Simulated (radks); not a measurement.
# Ne with its nuclear charge varied continuously

What is the energy between the elements? 10 electrons are held in [Ne] while Z is changed in small steps.

Program: radks (a radial shooting solver on a logarithmic mesh, Libxc functionals) version 1. Level of theory: non-relativistic Kohn-Sham, TPSS, spin-polarised, spherical densities, point nucleus. These are calculated values, not measurements, unless marked.

## (1) What is computed

| Property | Result |
| --- | --- |
| element | neon (Z = 10) |
| charge | 0 |
| electrons | 10 |
| configuration | [Ne] |

Outer shells as boxes (Hund's rule):

Ne
```
[He] core
2s [↑↓]
2p [↑↓][↑↓][↑↓]
```

## (2) Z = 10

Settings of this run:

```text
Z 10
configuration [Ne]
relativity non-relativistic
functional tpss,tpss
spin polarised
nucleus point
```

## (3) Z = 9.8

Settings, as their differences from step 2:

```diff
@@ -1,2 +1,2 @@
-Z 10
+Z 9.8
 configuration [Ne]
```

## (4) Z = 10.2

Settings, as their differences from step 3:

```diff
@@ -1,2 +1,2 @@
-Z 9.8
+Z 10.2
 configuration [Ne]
```

## (5) Z = 10.4

Settings, as their differences from step 4:

```diff
@@ -1,2 +1,2 @@
-Z 10.2
+Z 10.4
 configuration [Ne]
```

**Question.** What will these runs give? Wanted: for each run, Z; E; E(electron-nucleus)/Z; highest level; its energy; <r>.

The runs gave:

```csv
Z,E (hartree),E(electron-nucleus)/Z (hartree),highest level,its energy (eV),<r> (bohr)
9.8,-122.84047,-30.2979,2p,-9.801,1.027
10,-128.98111,-31.1081,2p,-13.504,0.9790
10.2,-135.28363,-31.9169,2p,-17.524,0.9363
10.4,-141.74778,-32.7245,2p,-21.852,0.8979
```

What this shows: At Z = 10 the central difference of E is -31.108 hartree, against -31.108 from the Hellmann-Feynman theorem. The top level goes from -9.801 eV at Z = 9.8 to -21.852 eV at Z = 10.4.
